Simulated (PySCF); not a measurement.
# C2H7FSi2: the cost of one run

The runs use PySCF 2.14.0, with density-fitted response routines of our own; the level of theory stands in each step. All values are computed, except where a source is named. Atoms are numbered from 0 throughout.

## 1. Starting geometry

12 atoms, charge 0, multiplicity 1; geometry from: GFN2-xTB. The atoms were then displaced at random by about 0.01 Å, so the start is not that level's minimum.

Bonds of the start (Å): F0–Si1 1.63, Si1–C2 1.92, C2–Si3 1.91, Si3–C4 1.89, C4–Si1 1.91, Si1–H5 1.45, C2–H6 1.08, C2–H7 1.07, Si3–H8 1.50, Si3–H9 1.47, C4–H10 1.10, C4–H11 1.08.

## 2. Geometry optimisation at PBE0-D3(BJ)/def2-SVP

What the job is given:

```
{"job": {"xc": "PBE0", "basis": "def2-SVP", "d3": "d3bj", "grid": 1, "shake": 0.01, "kind": "geom"}, "charge": 0, "multiplicity": 1}
F      1.598310    -0.713820     1.858510
Si     1.176240    -0.599160     0.283910
C     -0.631780    -1.188030     0.003220
Si    -1.183250     0.615230    -0.305210
C      0.615840     1.165940    -0.173160
H      2.297920    -1.228120    -0.384730
H     -0.732500    -1.852750    -0.837220
H     -1.045320    -1.678050     0.862210
H     -2.088420     1.148850     0.767950
H     -1.819670     0.827410    -1.609990
H      0.810570     1.917740     0.608620
H      1.041750     1.556500    -1.083150
```

The run is started by

```bash
> OMP_NUM_THREADS=1 python probes_run.py task.json out
```

This one command runs all jobs of the session in turn.

Q: Estimate the wall time and peak memory of this first job on 1 thread of Arm Neoverse V1, shared host.

About 30 s, with a peak of 0.48 GiB.
